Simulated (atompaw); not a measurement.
**A PAW (atompaw) potential for silicon, from input to tests**

Task: generate the file, and judge it by its logarithmic derivatives, its ghosts and its cutoff.

Method: atompaw 4.2.0.5, PBE, scalar-relativistic.

## (1) Starting point

Typed settings, in words:

- element: silicon (Si, Z = 14)
- type: PAW
- frozen core: [He]
- valence charge: 12
- reference configuration: 2s2 2p6 3s1.75 3p2.25
- partial waves: 2s (bound): rc 0.75 bohr; 3s (bound): rc 1.10 bohr; 2p (bound): rc 0.65 bohr; 3p (bound): rc 1.10 bohr; 3d channel at 0.35 Ry: rc 1.10 bohr; 3d channel at 2.55 Ry: rc 1.10 bohr
- local potential: bessel scheme, radius 0.90 bohr
- core correction: smooth core density matched at 0.70 bohr
- augmentation charge: sinc compensation charge, radius 1.05 bohr; PAW radius 1.10 bohr; waves and projectors: custom polynom vanderbiltortho

The nodes and maxima of the atom's own shells, from an earlier all-electron run, set the scale for the radii.

All-electron outer shells of the reference configuration (PBE, scalar-relativistic, ld1.x):

| shell | level (eV) | outermost node (bohr) | outermost maximum (bohr) |
| --- | --- | --- | --- |
| 1s | -1786.38 | – | 0.07 |
| 2s | -139.93 | 0.15 | 0.45 |
| 2p | -95.98 | – | 0.39 |
| 3s | -11.01 | 0.72 | 1.77 |
| 3p | -4.23 | 0.72 | 2.14 |

## (2) Generation

Input file Si.input:

```
Si 14
GGA-PBE scalarrelativistic loggrid 1500 logderivrange -12 5 426
3 3 0 0 0 0
3 0 1.75
3 1 2.25
0 0 0
c
v
v
v
v
2
1.10 1.05 0.90 0.70
n
n
y
0.35
y
2.55
n
custom polynom vanderbiltortho sinc
bessel
0.75
1.10
0.65
1.10
1.10
1.10
PWSCFOUT
UPFDX 0.0125d0 UPFXMIN -7.d0 UPFZMESH 14.d0
END
```

The run is started by

```bash
$ atompaw < Si.input > Si.log
```

What does the calculation give? Wanted: cutoffs for 10 and 1 mRy, occupied levels; bound ghosts; largest phase difference near zero energy, channels read; lowest eigenvalue of the overlap; share of valence orbitals outside the PAW sphere; UPF file.

**Answer**, as computed:

| quantity | value |
| --- | --- |
| cutoffs for 10 and 1 mRy, occupied levels | 260 Ry and over 300 Ry |
| bound ghosts | none found |
| largest phase difference near zero energy, channels read | 0.000 rad |
| lowest eigenvalue of the overlap (Bessel basis) | 0.505 (p) |
| share of valence orbitals outside the PAW sphere | 2s 3 %, 3s 93 %, 2p 4 %, 3p 96 % |
| UPF file | written |

In words: The potential is very hard: the looser tolerance needs 260 Ry. The tighter tolerance needs over 300 Ry, and converged work needs a cutoff nearer that. The slowest occupied level is 2p: taken alone it needs 300 Ry to come within 1 mRy, against 90 Ry for 2s. The Bessel-basis test finds no level below the valence levels. Near zero energy the phases of the channels with partial waves agree within 0.001 rad.
